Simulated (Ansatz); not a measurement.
Born–Oppenheimer molecular dynamics of a periodic cell of 20 atoms, Rb₂Te₂Pt (start crystal Rb2Te2Pt, start structure Immm, volume 1.15 times the crystal's). It starts from an unrelaxed structure (largest force component 1.15 eV/Å).

These are results of DFT PBEsol, scalar-relativistic, plane waves, PAW (Ansatz), not measurements. Settings: accuracy low, cutoff 420 eV, k mesh 2x2x2, fermi-dirac smearing 0.17 eV, no spin polarisation.

```json
{"ensemble": "NVT, Langevin thermostat", "time step": "4.5 fs", "steps asked": "80", "set temperature": "2000 K", "friction": "0.02 /fs", "seed": "284361"}
```

First frame:

```xyz
20
Lattice="8.4266 0.0000 0.0000 0.0000 8.5955 0.0000 0.0000 0.0000 11.2650" Properties=species:S:1:pos:R:3
Rb 0.000 4.298 2.270
Rb 2.107 0.000 3.363
Te 2.107 1.825 0.000
Te 0.000 2.473 5.633
Pt 0.000 0.000 0.000
Rb 4.213 4.298 2.270
Rb 6.320 0.000 3.363
Te 6.320 1.825 0.000
Te 4.213 2.473 5.633
Pt 4.213 0.000 0.000
Rb 2.107 0.000 7.902
Rb 4.213 4.298 8.995
Te 4.213 6.123 5.633
Te 2.107 6.770 0.000
Pt 2.107 4.298 5.633
Rb 6.320 0.000 7.902
Rb 0.000 4.298 8.995
Te 0.000 6.123 5.633
Te 6.320 6.770 0.000
Pt 6.320 4.298 5.633
```

Task: What does the run give?

Result: All steps were run.

* steps done: 80
* time covered: 360 fs
* mean temperature over the second half: 1838 K
* spread of the potential energy over the second half: 32.3 meV per atom
* mean potential energy of the second half above the start: 97.7 meV per atom

A run of 0.36 ps of so small a system gives no equilibrium averages. Limits of this set-up: coarse k mesh, low accuracy level.

Task: What happens to the structure?

Result: Mean squared displacements from the first frame to the last, about the centre of mass: Rb 0.68 Å², Te 0.28 Å², Pt 0.09 Å². Another seed would give other details.

Task: How do temperature and energy run in time?

Result: 
```
time (fs)  T (K)  potential energy less start (eV)
      0.0   1900                             0.000
     27.0   1703                             0.541
     54.0   1722                             1.434
     81.0   1545                             2.861
    108.0   1802                             3.049
    135.0   1871                             2.431
    162.0   1572                             2.275
    189.0   1200                             1.679
    216.0   1646                             1.385
    243.0   2401                             0.908
    270.0   1722                             1.824
    297.0   1418                             2.650
    324.0   1638                             2.400
    351.0   1906                             2.799
```

Run time: 22 min on 4 threads of Arm Neoverse V2 (shared host), peak memory 3.7 GiB.
